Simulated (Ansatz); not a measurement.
# CH4STe (SMILES CS[TeH]): one structure at several levels

The atoms stand at a structure displaced at random from a GFN2-xTB minimum. How far do the functionals agree with CCSD(T) there?

Computed with Ansatz 0.2.0, Gaussian basis. Level: single points in def2-TZVPP.

Correlated methods freeze the cores. Filled d shells of the heavier atoms are correlated. Core potentials replace the inner electrons past krypton, and spin-orbit coupling is left out. B3LYP uses VWN-RPA correlation.

### Step 1. Starting geometry

7 atoms, charge 0, spin multiplicity 1.

Atoms are counted from 1 here; the program's logs count them from 0.

Bond lengths: C1–S2 1.824 Å, C1–H4 1.167 Å, C1–H5 1.096 Å, C1–H6 1.096 Å, S2–Te3 2.412 Å, Te3–H7 1.743 Å. Angles: S2–C1–H4 104.7°, S2–C1–H5 109.3°, S2–C1–H6 105.1°, H4–C1–H5 120.7°, H4–C1–H6 105.9°, H5–C1–H6 109.9°, C1–S2–Te3 103.0°, S2–Te3–H7 92.1°.

Geometry (Å):

```xyz
7
charge 0, multiplicity 1
C    -0.7783    0.5864   -0.3184
S    -0.1914   -0.1024    1.2656
Te    1.2468   -1.9092    0.5698
H    -1.3194   -0.3032   -0.8457
H     0.0468    1.1119   -0.8118
H    -1.5653    1.2986   -0.0467
H     2.6165   -0.8438    0.4097
```

### Step 2. CCSD(T)/def2-TZVPP

run/in.yaml reads:

```yaml
crystal:
  periodic: [false, false, false]
  atoms:
    - {symbol: C, position_ang: [-0.778300, 0.586400, -0.318400]}
    - {symbol: S, position_ang: [-0.191400, -0.102400, 1.265600]}
    - {symbol: Te, position_ang: [1.246800, -1.909200, 0.569800]}
    - {symbol: H, position_ang: [-1.319400, -0.303200, -0.845700]}
    - {symbol: H, position_ang: [0.046800, 1.111900, -0.811800]}
    - {symbol: H, position_ang: [-1.565300, 1.298600, -0.046700]}
    - {symbol: H, position_ang: [2.616500, -0.843800, 0.409700]}
basis:
  gaussian: {orbitals: def2-TZVPP}
correlation: {method: ccsd_t}
output: {forces: true}
```

No record of the launch command was kept for these runs.

### Step 3. PBE0-D4/def2-TZVPP

run/in.yaml: that of step 2 with these lines changed.

```diff
@@ -12,3 +12,3 @@
   gaussian: {orbitals: def2-TZVPP}
-correlation: {method: ccsd_t}
-output: {forces: true}
+hamiltonian: {xc: pbe0, dispersion: d4}
+output: {forces: true, orbitals: {seedname: orbitals}}
```

### Step 4. wB97M-V/def2-TZVPP

run/in.yaml: that of step 3 with these lines changed.

```diff
@@ -12,3 +12,3 @@
   gaussian: {orbitals: def2-TZVPP}
-hamiltonian: {xc: pbe0, dispersion: d4}
-output: {forces: true, orbitals: {seedname: orbitals}}
+hamiltonian: {xc: {name: wB97M-V}}
+output: {forces: true}
```

### Step 5. r2SCAN-D4/def2-TZVPP

run/in.yaml: that of step 4 with these lines changed.

```diff
@@ -12,3 +12,3 @@
   gaussian: {orbitals: def2-TZVPP}
-hamiltonian: {xc: {name: wB97M-V}}
+hamiltonian: {xc: r2scan, dispersion: d4}
 output: {forces: true}
```

### Step 6. PBE-D4/def2-TZVPP

run/in.yaml: that of step 5 with these lines changed.

```diff
@@ -12,3 +12,3 @@
   gaussian: {orbitals: def2-TZVPP}
-hamiltonian: {xc: r2scan, dispersion: d4}
+hamiltonian: {xc: pbe, dispersion: d4}
 output: {forces: true}
```

### Step 7. B3LYP-D4/def2-TZVPP

run/in.yaml: that of step 6 with these lines changed.

```diff
@@ -12,3 +12,3 @@
   gaussian: {orbitals: def2-TZVPP}
-hamiltonian: {xc: pbe, dispersion: d4}
+hamiltonian: {xc: {name: B3LYP}, dispersion: d4}
 output: {forces: true}
```

### Step 8. r2SCANh-D4/def2-TZVPP

run/in.yaml: that of step 7 with these lines changed.

```diff
@@ -12,3 +12,3 @@
   gaussian: {orbitals: def2-TZVPP}
-hamiltonian: {xc: {name: B3LYP}, dispersion: d4}
+hamiltonian: {xc: {name: r2SCANh}, dispersion: d4}
 output: {forces: true}
```

(Steps that only read results are left out.)

What does the calculation give? Wanted: energy less free atoms, CCSD(T)/def2-TZVPP; RMS force component; RMS force error; HOMO and LUMO, PBE0-D4; T1 diagnostic.

As calculated:

| quantity | value |
| --- | --- |
| energy less free atoms, CCSD(T)/def2-TZVPP | -21.151 eV |
| RMS force component | 0.700 to 0.828 eV/Å over the methods |
| RMS force error | PBE0-D4 0.107, wB97M-V 0.085, r2SCAN-D4 0.066, PBE-D4 0.167, B3LYP-D4 0.086, r2SCANh-D4 0.079 eV/Å |
| HOMO and LUMO, PBE0-D4 | -6.53 and -1.71 eV |
| T1 diagnostic | 0.011 |

**Reading.** Against CCSD(T) the functionals' energies less atoms differ by -1.236 to -0.555 eV, PBE-D4 by -1.236 eV. The reference is not at the basis limit: in triple zeta CCSD(T) underbinds, which counts against methods that bind more; the gaps are no ranking. The forces of r2SCAN-D4 come nearest to CCSD(T), those of PBE-D4 are farthest. Frozen-core CCSD(T) forces in triple zeta carry basis errors of their own, and this is one geometry, so small gaps rank nothing.
